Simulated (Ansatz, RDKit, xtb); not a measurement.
**C4H5O2P: which of the isomers drawn lies lowest?**

Which of a sample of isomers of C4H5O2P is the most stable in the gas at 298.15 K, and what are its properties? The sample is small against all isomers, and the most stable one of this formula need not be in it.

Plan: many cheap relaxations first (GFN2-xTB), then density-functional screening, relaxation at B3LYP-D3(BJ)/def2-SVP, vibrations (at GFN2-xTB) and a final energy. The numbers are computed, not measured.

### Step 1. Possible bonding patterns

Isomers were taken from a list of plausible structures; this is a sample, not all of them. That gives 4 candidates.

```
label        SMILES     spin
 c035     COc1cocp1  singlet
 c538  CC(=O)CP=C=O  singlet
 c748     COc1occp1  singlet
 c996     COc1cpco1  singlet
```

Candidates are built by distance geometry, with a force field where one applies, in up to four conformers (letters a to d).

**Question.** With final energies at CCSD(T)/def2-SVP + MP2/def2-TZVPP - MP2/def2-SVP, which structure will this search put lowest in free energy, and by what margin?

| quantity | value |
| --- | --- |
| lowest structure found | CC(=O)CP=C=O, singlet |
| next finalist | COc1occp1, singlet, 13.0 kcal/mol higher in G |
| share at equilibrium, among the finalists | 100.0 % |

The lowest structure found is `CC(=O)CP=C=O`. The margin of 13.0 kcal/mol over the next finalist is beyond the usual error of the last level; it says nothing of structures that weren't ranked. r2SCAN-D4/def2-SVP, B3LYP-D3(BJ)/def2-SVP, HF/def2-SVP and MP2/def2-SVP already put its bonding pattern lowest among the structures in one piece; GFN2-xTB favours the singlet COc1cpco1 (c996a, not a finalist); HF/STO-3G favours the singlet COc1occp1 (c748a, not a finalist). One minimum inside the window was never screened. Lowest found is not proven lowest: the search is finite, and each finalist counts with one conformer. Only 4 drawn patterns were tried, so whole families of isomers are missing, and the result ranks this sample alone.
